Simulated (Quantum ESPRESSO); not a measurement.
**Ge3S in Quantum ESPRESSO: the effect of target pressure**

The system is Ge3S.

```
Ge S
1.0
    -2.68415    2.68415    2.68415
     2.68415   -2.68415    2.68415
     2.68415    2.68415   -2.68415
Ge S
3 1
Cartesian
  2.6841 0.0000 0.0000
  0.0000 2.6841 0.0000
  0.0000 0.0000 2.6841
  0.0000 0.0000 0.0000
```

The cell was built by a generator and needn't be a form met in nature.

Alike in all runs:

```yaml
Program: Quantum ESPRESSO 7.5
Task: phonons
Functional: PBEsol
Potentials_or_basis: GBRV 1.5 PBEsol
Cutoff: 612 eV
Density_cutoff: 4898 eV
k_mesh: 2 × 2 × 2, shifted
Occupations: fermi-dirac, width 0.05 eV
Spin: no spin polarisation
```

Each run relaxes the cell or the atoms first.

| target pressure | relaxed volume (Å³/atom) | highest phonon frequency (cm⁻¹) |
| --- | --- | --- |
| -3 GPa | 20.02 | 75 |
| 0 GPa | 19.18 | 76 |
| 3 GPa | 18.50 | 76 |
| 8 GPa | 17.58 | 76 |
| 15 GPa | ? | ? |

**Question.** What does the run with target pressure 15 GPa give?

**Answer.** Relaxed volume 16.41 Å³/atom; highest phonon frequency 82 cm⁻¹.

Worked out: In Murnaghan's law V^(-B') rises as a straight line in P. The other rows fit best with B' = 4.0, V0 = 19.18 Å³/atom and B0 = 77 GPa, which gives 16.60 Å³/atom at 15 GPa, against the run's 16.41. A straight line through the other rows of the highest phonon frequency, of slope 0.0758 cm⁻¹ per GPa, extrapolates to 77 cm⁻¹, against the run's 82.

Caveats: all runs use coarse meshes; the mesh is thin for the phonons of a metal; some modes are imaginary; the cell is more than 3 GPa from zero pressure, which shifts response properties (some runs); the volume moved by over 15 % at a fixed basis, so the end points are rough (some runs).
